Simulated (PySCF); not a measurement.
**One shape, several levels: C2H11BNP (SMILES CC[NH2+][BH2-]P)**

Wanted: a comparison of 3 runs (HF/STO-3G, HF/def2-SVP, B3LYP/def2-SVPD) of C2H11BNP. Input form: a Python script.

Program for the calculation: PySCF 2.14.0.

### Step 1. The system as given

The species is C2H11BNP (16 atoms), meant as a singlet with charge 0. SMILES: `CC[NH2+][BH2-]P`. The coordinates come from a GFN2-xTB relaxation. This is one conformer, not always the lowest.

Bond lengths: C1–C2 1.521 Å, C2–N3 1.465 Å, N3–B4 1.638 Å, B4–P5 1.961 Å, C1–H6 1.086 Å, C1–H7 1.088 Å, C1–H8 1.088 Å, C2–H9 1.091 Å, C2–H10 1.092 Å, N3–H11 1.018 Å, N3–H12 1.019 Å, B4–H13 1.192 Å, B4–H14 1.187 Å, P5–H15 1.390 Å, P5–H16 1.395 Å. Some angles: C1–C2–N3 112.0°, C2–N3–B4 116.4°, N3–B4–P5 109.2°, C1–C2–H9 110.7°, C1–C2–H10 110.5°, N3–C2–H9 107.8°, N3–C2–H10 107.7°, C2–C1–H6 110.1°, C2–C1–H7 110.9°, C2–C1–H8 110.9°.

### Step 2. Energy and gradient at HF/STO-3G (run 1)

The input, input.py:

```python
import pyscf.grad
from pyscf import gto, scf

mol = gto.M(
    atom='''
C   -0.976210   1.231010   1.553440
C   -0.070490   0.869750   0.385620
N    0.270380  -0.555100   0.377160
B    1.244900  -1.064290  -0.836760
P    0.210920  -1.153980  -2.501170
H   -1.209710   2.291350   1.530020
H   -0.491790   1.011620   2.503080
H   -1.911960   0.677460   1.504960
H    0.861210   1.436290   0.431310
H   -0.559500   1.100390  -0.563310
H    0.735300  -0.800990   1.248390
H   -0.580970  -1.111430   0.306010
H    1.588660  -2.163570  -0.530350
H    2.144960  -0.295180  -0.926310
H   -0.274140   0.147750  -2.535130
H   -0.981570  -1.621090  -1.946950
''',
    charge=0,
    basis='sto-3g',
    verbose=3,
    max_memory=1860,
)

mf = scf.RHF(mol)
mf.conv_tol = 1e-10
mf.kernel()
if not mf.converged:
    mf = mf.newton().run(mf.mo_coeff, mf.mo_occ)

energy = mf.e_tot
print('E(%s) = %.9f' % ('HF', energy))
grad = mf.Gradients().kernel()
dip = mf.dip_moment()
pop, q = mf.mulliken_pop()
```

The run is started by

```sh
$ OMP_NUM_THREADS=1 python input.py
```

The log of the run:

```text
converged SCF energy = -496.260008031383
E(HF) = -496.260008031
--------------- RHF gradients ---------------
         x                y                z
0 C     0.0106377086    -0.0034955755    -0.0142981384
1 C     0.0022327755    -0.0327794160     0.0091172582
2 N    -0.0185315382     0.0191172646     0.0170929707
3 B    -0.0121092000     0.0105799966     0.0297305282
4 P     0.0016700043    -0.0033362545    -0.0128490947
5 H    -0.0007603421     0.0006062566     0.0008241680
6 H     0.0010137051    -0.0001888867     0.0014795011
7 H    -0.0015837501    -0.0006991781    -0.0002634052
8 H     0.0003610315     0.0020266936     0.0007421527
9 H    -0.0021364202     0.0010773676    -0.0019056731
10 H    -0.0029761788     0.0047524183    -0.0169161576
11 H     0.0131583617     0.0081648728    -0.0065624277
12 H     0.0061038787    -0.0192628909    -0.0015029914
13 H     0.0137751385     0.0098946718    -0.0069895934
14 H    -0.0040455128     0.0035304564     0.0001012799
15 H    -0.0068096615     0.0000122033     0.0021996228
----------------------------------------------
Dipole moment(X, Y, Z, Debye): -2.94213,  2.34613,  5.56758
 ** Mulliken pop  **
pop of  0 C 1s            1.99201
pop of  0 C 2s            1.18361
pop of  0 C 2px           0.99745
pop of  0 C 2py           1.03938
pop of  0 C 2pz           0.97599
pop of  1 C 1s            1.99211
pop of  1 C 2s            1.16526
pop of  1 C 2px           1.03044
pop of  1 C 2py           0.78731
pop of  1 C 2pz           1.02746
pop of  2 N 1s            1.99487
pop of  2 N 2s            1.55165
pop of  2 N 2px           1.27867
pop of  2 N 2py           1.16758
pop of  2 N 2pz           1.35595
pop of  3 B 1s            1.98866
pop of  3 B 2s            0.91415
pop of  3 B 2px           0.68745
pop of  3 B 2py           0.81099
pop of  3 B 2pz           0.59454
pop of  4 P 1s            1.99981
pop of  4 P 2s            1.99358
pop of  4 P 3s            1.69465
pop of  4 P 2px           1.97387
pop of  4 P 2py           1.97341
pop of  4 P 2pz           1.98303
pop of  4 P 3px           0.92760
pop of  4 P 3py           0.87752
pop of  4 P 3pz           1.34700
pop of  5 H 1s            0.91722
pop of  6 H 1s            0.93297
pop of  7 H 1s            0.93187
pop of  8 H 1s            0.90203
pop of  9 H 1s            0.89941
pop of  10 H 1s           0.75550
pop of  11 H 1s           0.75562
pop of  12 H 1s           1.12988
pop of  13 H 1s           1.12684
pop of  14 H 1s           1.16697
pop of  15 H 1s           1.17570
 ** Mulliken atomic charges  **
charge of    0C =     -0.18844
charge of    1C =     -0.00257
charge of    2N =     -0.34872
charge of    3B =      0.00422
charge of    4P =      0.22953
charge of    5H =      0.08278
charge of    6H =      0.06703
charge of    7H =      0.06813
charge of    8H =      0.09797
charge of    9H =      0.10059
charge of   10H =      0.24450
charge of   11H =      0.24438
charge of   12H =     -0.12988
charge of   13H =     -0.12684
charge of   14H =     -0.16697
charge of   15H =     -0.17570
```

Run time: 8.4 s. Hardware: 1 thread of Intel Xeon at 2.50GHz (Skylake/Cascade Lake), shared host; peak memory 0.12 GiB.

### Step 3. Energy and forces at HF/def2-SVP (run 2)

The input, input.py:

```python
from pyscf import gto

molecule = gto.Mole()
molecule.atom = '''
C   -0.976210   1.231010   1.553440
C   -0.070490   0.869750   0.385620
N    0.270380  -0.555100   0.377160
B    1.244900  -1.064290  -0.836760
P    0.210920  -1.153980  -2.501170
H   -1.209710   2.291350   1.530020
H   -0.491790   1.011620   2.503080
H   -1.911960   0.677460   1.504960
H    0.861210   1.436290   0.431310
H   -0.559500   1.100390  -0.563310
H    0.735300  -0.800990   1.248390
H   -0.580970  -1.111430   0.306010
H    1.588660  -2.163570  -0.530350
H    2.144960  -0.295180  -0.926310
H   -0.274140   0.147750  -2.535130
H   -0.981570  -1.621090  -1.946950
'''
molecule.basis = 'def2-svp'
molecule.max_memory = 1860
molecule.spin = 0
molecule.charge = 0
molecule.verbose = 4
molecule.build()

myscf = molecule.RHF()
myscf.conv_tol = 1e-10
myscf.kernel()
if not myscf.converged:
    myscf = myscf.newton().run(myscf.mo_coeff, myscf.mo_occ)

e_tot = myscf.e_tot
print(f'total energy: {e_tot:.8f} hartree')
grad = myscf.nuc_grad_method().kernel()
dip = myscf.dip_moment()
pop, q = myscf.mulliken_pop()
```

The run is started by

```sh
$ OMP_NUM_THREADS=1 python input.py
```

The log of the run:

```text
PySCF version 2.14.0

[... 72 lines left out ...]
converged SCF energy = -501.788156334402
total energy: -501.78815633 hartree
[... 11 lines left out ...]
Dipole moment(X, Y, Z, Debye): -2.63741,  2.52046,  5.84951
[... 146 lines left out ...]
charge of   15H =     -0.11752
```

It took 48 s on 1 thread of Intel Xeon at 2.50GHz (Skylake/Cascade Lake), shared host; peak memory 0.38 GiB.

### Step 4. Energy and gradient at B3LYP/def2-SVPD (run 3)

The input, calc.py:

```python
from pyscf import gto, dft

mol = gto.Mole()
mol.atom = [
    ('C', (-0.976210, 1.231010, 1.553440)),
    ('C', (-0.070490, 0.869750, 0.385620)),
    ('N', (0.270380, -0.555100, 0.377160)),
    ('B', (1.244900, -1.064290, -0.836760)),
    ('P', (0.210920, -1.153980, -2.501170)),
    ('H', (-1.209710, 2.291350, 1.530020)),
    ('H', (-0.491790, 1.011620, 2.503080)),
    ('H', (-1.911960, 0.677460, 1.504960)),
    ('H', (0.861210, 1.436290, 0.431310)),
    ('H', (-0.559500, 1.100390, -0.563310)),
    ('H', (0.735300, -0.800990, 1.248390)),
    ('H', (-0.580970, -1.111430, 0.306010)),
    ('H', (1.588660, -2.163570, -0.530350)),
    ('H', (2.144960, -0.295180, -0.926310)),
    ('H', (-0.274140, 0.147750, -2.535130)),
    ('H', (-0.981570, -1.621090, -1.946950)),
]
mol.spin = 0
mol.basis = 'def2-svpd'
mol.max_memory = 1860
mol.charge = 0
mol.verbose = 3
mol.build()

ks = dft.RKS(mol, xc='b3lyp')
ks.grids.level = 5
ks.conv_tol = 1e-10
ks.kernel()
if not ks.converged:
    ks = ks.newton().run(ks.mo_coeff, ks.mo_occ)

energy = ks.e_tot
print('Final energy', energy)
grad = ks.nuc_grad_method().kernel()
ks.analyze()
```

The run is started by

```sh
$ OMP_NUM_THREADS=1 python calc.py
```

The log of the run:

```text
converged SCF energy = -503.610791730806
[... 17 lines left out ...]
MO #8   energy= -4.6662882968636   occ= 2
[... 22 lines left out ...]
MO #31  energy= 0.0604090748856721 occ= 0
[... 22 lines left out ...]
MO #54  energy= 0.258485655533471  occ= 0
[... 22 lines left out ...]
MO #77  energy= 0.419530800032206  occ= 0
[... 22 lines left out ...]
MO #100 energy= 0.652503303142749  occ= 0
[... 22 lines left out ...]
MO #123 energy= 1.06083849334584   occ= 0
[... 22 lines left out ...]
MO #146 energy= 1.67281431820743   occ= 0
[... 22 lines left out ...]
MO #169 energy= 2.23177639855376   occ= 0
[... 22 lines left out ...]
MO #192 energy= 3.55288905443683   occ= 0
[... 17 lines left out ...]
Dipole moment(X, Y, Z, Debye): -2.41925,  2.36703,  5.43689
```

It took 5.2 min on 1 thread of Intel Xeon at 2.50GHz (Skylake/Cascade Lake), shared host; peak memory 2.9 GiB.

### Step 5. The series

```csv
run,level,integration grid,energy (Eh),dipole moment (D),HOMO energy (eV),LUMO energy (eV),wall time
1,HF/STO-3G,–,-496.260008,6.72,-5.76,13.95,8.4 s
2,HF/def2-SVP,–,-501.788156,6.89,-8.63,3.72,48 s
3,B3LYP/def2-SVPD,5,-503.610792,6.40,-5.97,-0.40,5.2 min
```

### Step 6. Outcome

| quantity | value |
| --- | --- |
| run 3: total energy | -503.61079 Eh |
| run 3: dipole moment | 6.40 D |
| run 3: HOMO energy | -5.97 eV |
| run 3: LUMO energy | -0.40 eV |
| run 3: HOMO–LUMO gap | 5.57 eV |
| run 3: largest force on an atom | 1.143 eV/Å |

The dipole moment (its size) runs from 6.40 D (B3LYP/def2-SVPD) to 6.89 D (HF/def2-SVP). The two ends differ in method and basis. The HOMO–LUMO gap runs from 5.57 eV (B3LYP/def2-SVPD) to 19.70 eV (HF/STO-3G). In run 1 the basis is minimal, so the values are rough. All runs together took 6.2 min, the longest 5.2 min.
